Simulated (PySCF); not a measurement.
# triplet BI3 at 3 levels

Wanted: a comparison of 3 runs (UHF/STO-3G, UHF/3-21G, USCS-MP2/def2-SVP) of triplet BI3. 

The results are computed with PySCF 2.14.0.

1 further run of the same task is left out (set aside as unsound or not needed).

## (1) The system as given

BI3 has 4 atoms, charge 0, and is taken as a triplet. As SMILES of the parent species, `IB(I)I`. The coordinates come from a PBE0-D4/def2-TZVP relaxation. That shape belongs to the parent species and isn't relaxed for this state.

Bond lengths: I1–B2 2.110 Å, B2–I3 2.110 Å, B2–I4 2.110 Å. Angles: I1–B2–I3 120.0°, I1–B2–I4 120.0°, I3–B2–I4 120.0°.

## (2) A single-point energy at UHF/STO-3G (run 1)

The input, calc.py:

```python
from pyscf import gto, scf

molecule = gto.Mole()
molecule.atom = [
    ('I', (-1.308500, -0.295200, 1.615600)),
    ('B', (0.013900, -0.015100, -0.005100)),
    ('I', (1.876800, -1.006300, -0.030300)),
    ('I', (-0.526500, 1.256300, -1.600500)),
]
molecule.spin = 2
molecule.basis = 'sto-3g'
molecule.max_memory = 1860
molecule.charge = 0
molecule.verbose = 3
molecule.build()

mf = scf.UHF(molecule)
mf.conv_tol = 1e-10
mf.kernel()
if not mf.converged:
    mf = mf.newton().run(mf.mo_coeff, mf.mo_occ)

etot = mf.e_tot
print(f'total energy: {etot:.8f} hartree')
```

Run with:

```bash
OMP_NUM_THREADS=1 python calc.py
```

What it wrote:

```text
<dir> SyntaxWarning: invalid escape sequence '\W'
  S = {(paw_set(r)[0], bool(re.search(r"spin_orbit\W+true|paw_fr", str((r.get("files") or {}).get("input") or "")) or re.search("(?i)spin.orbit\W+(value\W+)?(true|yes)|value\W+spin-orbit", json.dumps(r.get("inputs"), default=str)))) for r in records}

WARN: HOMO -0.401772957522504 >= LUMO -0.814974702935866

WARN: HOMO -0.0445240638326242 >= LUMO -0.0607508929383738

WARN: HOMO 0.00881410036021757 >= LUMO -0.0571361116175462

WARN: HOMO 0.00271794419923038 >= LUMO -0.0578947911031049

WARN: HOMO 0.00266323687769926 >= LUMO -0.0579310799683529

WARN: HOMO 0.00239104797873713 >= LUMO -0.0579088904608446

WARN: HOMO 0.00330621418156718 >= LUMO -0.0579297111079722

WARN: HOMO 0.00292144642325859 >= LUMO -0.0579489681469687

WARN: HOMO 0.00304183622322141 >= LUMO -0.0579566349067558

WARN: HOMO 0.00302644640233879 >= LUMO -0.0579556177861688

WARN: HOMO 0.00302278219074187 >= LUMO -0.0579556991953106

WARN: HOMO 0.00302659958515855 >= LUMO -0.0579555686350575

WARN: HOMO 0.00302636016579338 >= LUMO -0.0579555932582159

WARN: HOMO 0.00302664410691927 >= LUMO -0.0579556123120407

converged SCF energy = -20576.2228317316  <S^2> = 2.0034656  2S+1 = 3.0023095
total energy: -20576.22283173 hartree
```

It took 2 s on 1 thread of Intel Xeon 6975P-C (Granite Rapids), shared host; peak memory 0.16 GiB.

## (3) The energy at UHF/3-21G (run 2)

The input, run.py:

```python
from pyscf import gto, scf

molecule = gto.M(
    atom=[
    ('I', (-1.308500, -0.295200, 1.615600)),
    ('B', (0.013900, -0.015100, -0.005100)),
    ('I', (1.876800, -1.006300, -0.030300)),
    ('I', (-0.526500, 1.256300, -1.600500)),
],
    basis='3-21g',
    spin=2,
    verbose=3,
    max_memory=1860,
)

mf = scf.UHF(molecule)
mf.conv_tol = 1e-10
mf.kernel()
if not mf.converged:
    mf = mf.newton().run(mf.mo_coeff, mf.mo_occ)

etot = mf.e_tot
print('Final energy', etot)
```

Run with:

```bash
OMP_NUM_THREADS=1 python run.py
```

What it wrote:

```text
<dir> SyntaxWarning: invalid escape sequence '\W'
  S = {(paw_set(r)[0], bool(re.search(r"spin_orbit\W+true|paw_fr", str((r.get("files") or {}).get("input") or "")) or re.search("(?i)spin.orbit\W+(value\W+)?(true|yes)|value\W+spin-orbit", json.dumps(r.get("inputs"), default=str)))) for r in records}

WARN: HOMO -0.0394128022284799 >= LUMO -0.35844874985283

WARN: HOMO -0.139367502518894 >= LUMO -0.148403979280348

WARN: HOMO -0.145450328303367 >= LUMO -0.150347283852499

WARN: HOMO -0.144155545771148 >= LUMO -0.148851511124386

WARN: HOMO -0.144309461728734 >= LUMO -0.148957466175484

WARN: HOMO -0.144379433534469 >= LUMO -0.1490183025979

WARN: HOMO -0.144286840173755 >= LUMO -0.148922599616908

WARN: HOMO -0.144267099617806 >= LUMO -0.148938212588812

WARN: HOMO -0.144292480052334 >= LUMO -0.148936055746004

WARN: HOMO -0.144289746900124 >= LUMO -0.148935106799813

WARN: HOMO -0.144289555718489 >= LUMO -0.148934846702095

WARN: HOMO -0.144289460581607 >= LUMO -0.148935228435111

WARN: HOMO -0.144290687095505 >= LUMO -0.148934981623132

WARN: HOMO -0.144289678585954 >= LUMO -0.148934560672443

WARN: HOMO -0.144290004601771 >= LUMO -0.148934649242159

converged SCF energy = -20686.2790334202  <S^2> = 2.0133655  2S+1 = 3.0088972
Final energy -20686.279033420247
```

Wall time 2.9 s (1 thread of Intel Xeon 6975P-C (Granite Rapids), shared host); peak memory 0.21 GiB.

## (4) The energy at USCS-MP2/def2-SVP (core potential) (run 3)

The input, input.py:

```python
from pyscf import gto, mp

mol = gto.M(
    atom='''
I     -1.308500    -0.295200     1.615600
B      0.013900    -0.015100    -0.005100
I      1.876800    -1.006300    -0.030300
I     -0.526500     1.256300    -1.600500
''',
    ecp={'I': 'def2-svp'},
    charge=0,
    spin=2,
    verbose=4,
    max_memory=1860,
    basis='def2-svp',
)

mf = mol.UHF()
mf.conv_tol = 1e-10
mf.kernel()
if not mf.converged:
    mf = mf.newton().run(mf.mo_coeff, mf.mo_occ)

pt = mp.MP2(mf, frozen=13).run()
e_tot = mf.e_tot + 1.2 * pt.e_corr_os + pt.e_corr_ss / 3
print('E = %.10f Eh' % e_tot)
```

Run with:

```bash
OMP_NUM_THREADS=1 python input.py
```

What it wrote:

```text
<dir> SyntaxWarning: invalid escape sequence '\W'
  S = {(paw_set(r)[0], bool(re.search(r"spin_orbit\W+true|paw_fr", str((r.get("files") or {}).get("input") or "")) or re.search("(?i)spin.orbit\W+(value\W+)?(true|yes)|value\W+spin-orbit", json.dumps(r.get("inputs"), default=str)))) for r in records}

PySCF version 2.14.0

[... 49 lines left out ...]
[... the frontier-level lines of each cycle are left out ...]
[... 11 lines left out ...]
[... 11 lines left out ...]
[... 11 lines left out ...]
[... 11 lines left out ...]
[... 11 lines left out ...]
[... 11 lines left out ...]
[... 1 line left out ...]
cycle= 15 E= -914.454171945929  delta_E= 2.64e-09  |g|= 4.1e-06  |ddm|= 0.000687


cycle= 16 E= -914.454171945974  delta_E= -4.55e-11  |g|= 2.38e-06  |ddm|= 4.22e-05


Extra cycle  E= -914.454171945985  delta_E= -1.05e-11  |g|= 1.73e-06  |ddm|= 1.81e-05
converged SCF energy = -914.454171945985  <S^2> = 2.0247695  2S+1 = 3.0164678

******** <class 'pyscf.mp.ump2.UMP2'> ********
nocc = (np.int64(28), np.int64(26)), nmo = (79, 79)
frozen orbitals 13
E(UMP2) = -914.926326346259  E_corr = -0.472154400274411
E(SCS-UMP2) = -914.890504104086  E_corr = -0.436332158101178
E_corr(same-spin) = -0.150292064109364
E_corr(oppo-spin) = -0.321862336165048
E = -914.8905041041 Eh
```

It took 3.3 s on 1 thread of Intel Xeon 6975P-C (Granite Rapids), shared host; peak memory 0.28 GiB.

## (5) Overview of the runs

| run | level | core potential | frozen core orbitals | energy (Eh) | dipole moment (D) of the reference | HOMO energy (eV) | ⟨S²⟩ | wall time |
| --- | --- | --- | --- | --- | --- | --- | --- | --- |
| 1 | UHF/STO-3G | – | – | -20576.222832 | 0.00 | 0.08 | 2.003 | 2 s |
| 2 | UHF/3-21G | – | – | -20686.279033 | 0.00 | -3.93 | 2.013 | 2.9 s |
| 3 | USCS-MP2/def2-SVP (core potential) | def2-svp | 13 | -914.890504 | 0.00 | -3.75 | 2.025 | 3.3 s |

## (6) Outcome

| quantity | value |
| --- | --- |
| run 3: total energy | -914.89050 Eh |
| run 3: dipole moment (Hartree–Fock density) | 0.00 D |
| run 3: HOMO energy (Hartree–Fock orbitals) (highest over α and β) | -3.75 eV |
| run 3: correlation energy (13 core orbitals frozen) | -436.3 mEh |
| run 3: ⟨S²⟩ of the reference determinant | 2.025 |

What this shows: Some runs of one species differ in core potentials or relativity; totals across that change don't compare. In run 1 the basis is minimal, so the values are rough. In runs 1, 2 relativity is left out where basis or elements ask for it. All runs together took 8.2 s, the longest 3.3 s.
